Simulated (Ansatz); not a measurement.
# TaAs: the cost of one run

Program: Ansatz 0.2.0, driven from Python. Level of theory: DFT LDA, plane waves, PAW. These are calculated values, not measurements.

## (1) The system

The structure is tetragonal, space group I4_1md (No. 109). The conventional cell has a = 3.444 Å, b = 3.444 Å, c = 11.736 Å, α = 90.00°, β = 90.00°, γ = 90.00°. Ta (site symmetry 2mm) is surrounded by 6 As at 2.61 to 2.62 Å. As (site symmetry 2mm) has 6 Ta at 2.61 to 2.62 Å in its first shell of neighbours.

The script holds or builds the structure itself.

## (2) Script

Contents of taas.py:

```python
"""Relax the ions of TaAs at fixed cell."""

import ansatz as az
from ase import Atoms
from ase.data import atomic_numbers
import numpy as np
from pymatgen.core import Structure
import spglib


def main() -> None:
    atoms = Atoms(
        ["Ta", "Ta", "As", "As"],
        scaled_positions=[
            (0.499967, 0.999967, 0.5),
            (0.749967, 0.749967, 0.0),
            (0.082632, 0.582632, 0.5),
            (0.332632, 0.332632, 0.0),
        ],
        cell=[
            (-1.721813, 1.721813, 5.867942),
            (1.721813, -1.721813, 5.867942),
            (1.721813, 1.721813, -5.867942),
        ],
        pbc=True,
    )
    # break the symmetry with a seeded rattle
    atoms.rattle(stdev=0.075, seed=34)
    cell = az.Crystal.from_ase(atoms)

    job = cell.calculation()
    job = job.functional("lda")
    job = job.basis(470).kpoints(mesh=(5, 5, 5))
    job = job.occupations("Gaussian", width=0.02).relax(max_displacement=0.05)
    job = job.band_table()
    steps = []


    def follow(event):
        if event["event"] != "relax_step":
            return
        row = event["data"]
        steps.append(row)
        print(f"step {row['step']:3d}  E = {row['lagrangian_ev']:.5f} eV  largest force component = {row['allowed_force_max_ev_ang']:.4f} eV/A")


    outcome = job.session().plan(threads=1).execute(on_event=follow)
    summary = outcome.report

    first, last = steps[0], steps[-1]
    symbols = [site.symbol for site in outcome.lattice.sites]
    print(f"energy gained {first['lagrangian_ev'] - last['lagrangian_ev']:.4f} eV in {len(steps) - 1} steps")

    print("relaxed fractional positions")
    for site in outcome.lattice.sites:
        print(f"  {site.symbol:2s}", " ".join(f"{v % 1:8.5f}" for v in np.round(site.position_frac, 5)))

    fractions = [site.position_frac for site in outcome.lattice.sites]
    numbers = [atomic_numbers[s] for s in symbols]
    for tolerance in (1e-3, 1e-2, 1e-1):
        print(f"space group at {tolerance} A:", spglib.get_spacegroup((outcome.lattice.cell_ang, fractions, numbers), symprec=tolerance))

    print(f"free energy      {summary['free_energy_ev']:.5f} eV")
    print(f"per atom         {summary['free_energy_ev'] / len(outcome.lattice.sites):.5f} eV")
    print(f"SCF iterations   {summary['n_iterations']}  (converged: {summary['converged']})")

    print("band  energy (eV)  occupation (first spin channel), at k =", summary["kpoints_frac"][0])
    for band, (e, occ) in enumerate(zip(summary["eigenvalues_ev"][0], summary["occupations"][0]), start=1):
        print(f"{band:4d} {e:12.4f} {occ:9.4f}")

    final = Structure(outcome.lattice.cell_ang, [s.symbol for s in outcome.lattice.sites], [s.position_frac for s in outcome.lattice.sites])
    distances = np.array([n.nn_distance for shell in final.get_all_neighbors(6.0) for n in shell])
    values, counts = np.unique(distances.round(2), return_counts=True)
    print("distance (A)  neighbours per atom")
    for value, count in list(zip(values, counts))[:14]:
        print(f"{value:10.2f} {count / len(final):10.2f}")


if __name__ == "__main__":
    main()
```

## (3) The calls as engine input

The package turns the script's settings into the engine's input:

```yaml
crystal:
  lattice:
    - [-1.721813, 1.721813, 5.867942]
    - [1.721813, -1.721813, 5.867942]
    - [1.721813, 1.721813, -5.867942]
  atoms:
    - { symbol: Ta, position: [0.47371393639717474, 0.9953006290759087, 0.48903445639325005] }
    - { symbol: Ta, position: [0.7341097304117862, 0.7316662861087291, -0.017778835430113844] }
    - { symbol: As, position: [0.10703065145348888, 0.5919870041834012, 0.5276451568345534] }
    - { symbol: As, position: [0.3457568544378604, 0.33918764549384145, 0.02620627754202384] }
basis:
  ecutwfc: 470.0
kpoints:
  mp_grid:
    grid: [5, 5, 5]
hamiltonian:
  xc: lda
scf:
  occupations:
    method: gaussian
    width: 0.02
relax:
  max_displacement: 0.05
output:
  eigenvalues: true
```

## (4) The run

On the command line:

```bash
$ python taas.py
```

What time and memory should one allow on 1 thread of Intel Xeon Platinum 8488C (Sapphire Rapids), shared host?

About 48 s, with a peak of 0.51 GiB.
